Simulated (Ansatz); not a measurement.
# CH7OSi2 radical: up Jacob's ladder to CCSD(T)

How much do the methods differ for CH7OSi2 radical? The plan is to run it at one geometry with functionals of several rungs and with coupled cluster, and see how far each lands from CCSD(T) at the basis-set limit for the atomisation energy.

Method: functionals in def2-TZVPP, the program's frozen cores in correlated methods; program: Ansatz 0.2.0, Gaussian basis.

The runs, in order: LDA (SPW92), PBE-D4, revPBE-D4, BLYP-D4, r2SCAN-D4, B97M-V, PBE0-D4, B3LYP-D4, r2SCANh-D4, r2SCAN0-D4, HSE06-D4, BHLYP-D4, CAM-B3LYP-D4, LC-ωPBE, ωB97X-V, ωB97M-V, B2PLYP, PBE-QIDH; CCSD(T)/def2-SVP; CCSD(T)/def2-TZVPP; MP2/def2-QZVPP; extrapolation to the limit; RPA on PBE.

## Step 1: The geometry

The geometry comes from an earlier relaxation with PBE0-D4 in a triple-zeta def2 set; it is a stationary point, not always the lowest conformer.

SMILES `O[SiH2]C[SiH2]`, 11 atoms, charge 0, spin multiplicity 2.

Atoms are counted from 1 here; the program's logs count them from 0.

Bond lengths: O1–Si2 1.650 Å, O1–H5 0.958 Å, Si2–C3 1.866 Å, Si2–H6 1.483 Å, Si2–H7 1.490 Å, C3–Si4 1.877 Å, C3–H8 1.097 Å, C3–H9 1.095 Å, Si4–H10 1.490 Å, Si4–H11 1.489 Å. Angles: Si2–O1–H5 117.9°, O1–Si2–C3 113.1°, O1–Si2–H6 105.0°, O1–Si2–H7 110.7°, C3–Si2–H6 110.0°, C3–Si2–H7 108.1°, H6–Si2–H7 109.9°, Si2–C3–Si4 112.8°, Si2–C3–H8 109.3°, Si2–C3–H9 109.6°, Si4–C3–H8 108.7°, Si4–C3–H9 108.5°, H8–C3–H9 107.8°, C3–Si4–H10 112.5°, C3–Si4–H11 111.3°, H10–Si4–H11 110.0°.

## Step 2: LDA

This LDA is Slater exchange with PW92 correlation.

The input, in.yaml:

```yaml
crystal:
  periodic: [false, false, false]
  atoms:
    - {symbol: O, position_ang: [-1.178701, 2.196036, 0.423555]}
    - {symbol: Si, position_ang: [0.109372, 1.169849, 0.327437]}
    - {symbol: C, position_ang: [-0.340955, -0.508743, -0.353180]}
    - {symbol: Si, position_ang: [1.035658, -1.768623, -0.153704]}
    - {symbol: H, position_ang: [-1.551114, 2.526134, -0.394527]}
    - {symbol: H, position_ang: [0.599523, 1.036558, 1.720324]}
    - {symbol: H, position_ang: [1.179337, 1.746663, -0.534183]}
    - {symbol: H, position_ang: [-1.235920, -0.880712, 0.160444]}
    - {symbol: H, position_ang: [-0.578709, -0.420871, -1.418403]}
    - {symbol: H, position_ang: [0.845944, -2.962887, -1.023721]}
    - {symbol: H, position_ang: [1.181066, -2.190404, 1.266556]}
basis:
  gaussian: {orbitals: def2-TZVPP}
magnetization: {spin_polarized: true, initial_magnetization: 1}
hamiltonian: {xc: lda}
output: {orbitals: {seedname: orbitals}}
```

Run with:

```bash
$ ansatz run in.yaml --threads 4 --pin off --events-out ev --progress --plain --max-ram 10444MiB
```

Further steps of the session: PBE-D4 (GGA); revPBE-D4 (GGA); BLYP-D4 (GGA); r2SCAN-D4 (meta-GGA); B97M-V (meta-GGA); B3LYP-D4 (hybrid); r2SCANh-D4 (hybrid); r2SCAN0-D4 (hybrid); HSE06-D4 (hybrid); BHLYP-D4 (hybrid); CAM-B3LYP-D4 (range-separated); LC-ωPBE (range-separated); ωB97X-V (range-separated); ωB97M-V (range-separated); B2PLYP (double hybrid); PBE-QIDH (double hybrid); CCSD(T) in def2-SVP; CCSD(T) in def2-TZVPP; MP2 in def2-QZVPP; RPA on PBE orbitals.

Before running them: what should the planned runs give, taken together? Wanted: atomisation energy, CCSD(T)/CBS; farthest beyond LDA; mean size of error, GGA; mean size of error, meta-GGA; mean size of error, hybrid; mean size of error, range-separated; mean size of error, double hybrid; gap, smallest and largest; T1 diagnostic.

As calculated:

```
                               quantity                                                                            value
        atomisation energy, CCSD(T)/CBS                                                                    3697.6 kJ/mol
 functionals within 18.5 kJ/mol (0.5 %)  PBE-D4, r2SCAN-D4, B97M-V, B3LYP-D4, r2SCANh-D4, CAM-B3LYP-D4, ωB97X-V, ωB97M-V
                    farthest beyond LDA                                                          BHLYP-D4 (-81.2 kJ/mol)
                mean size of error, GGA                                                                      36.2 kJ/mol
           mean size of error, meta-GGA                                                                       3.0 kJ/mol
             mean size of error, hybrid                                                                      34.2 kJ/mol
    mean size of error, range-separated                                                                      13.1 kJ/mol
      mean size of error, double hybrid                                                                      48.7 kJ/mol
              gap, smallest and largest                                         1.26 eV (LDA (SPW92)), 8.74 eV (LC-ωPBE)
                          T1 diagnostic                                                                           0.0125
triples share of the correlation energy                                                                            3.5 %
```

The LDA atomisation energy is off by 438.6 kJ/mol (12 %): it overbinds. PBE-D4 misses by -0.9 kJ/mol. Double hybrids carry the basis error of their MP2 part in triple zeta, and no dispersion term here, so their miss is partly the set-up's. The rungs meta-GGA, range-separated miss on average by less than the doubt on the reference (18.5 kJ/mol), so they tie. Misses under about 18.5 kJ/mol are within the doubt on the reference itself, which lacks core-valence correlation, relativity and higher excitations. Hartree-Fock recovers 75 % of the binding; the rest is correlation. CCSD(T) in def2-SVP is off by -256.5 kJ/mol, more than most functionals: a good method in a small basis is no reference. Orbital gaps span 1.3 to 8.7 eV; exact exchange widens them.
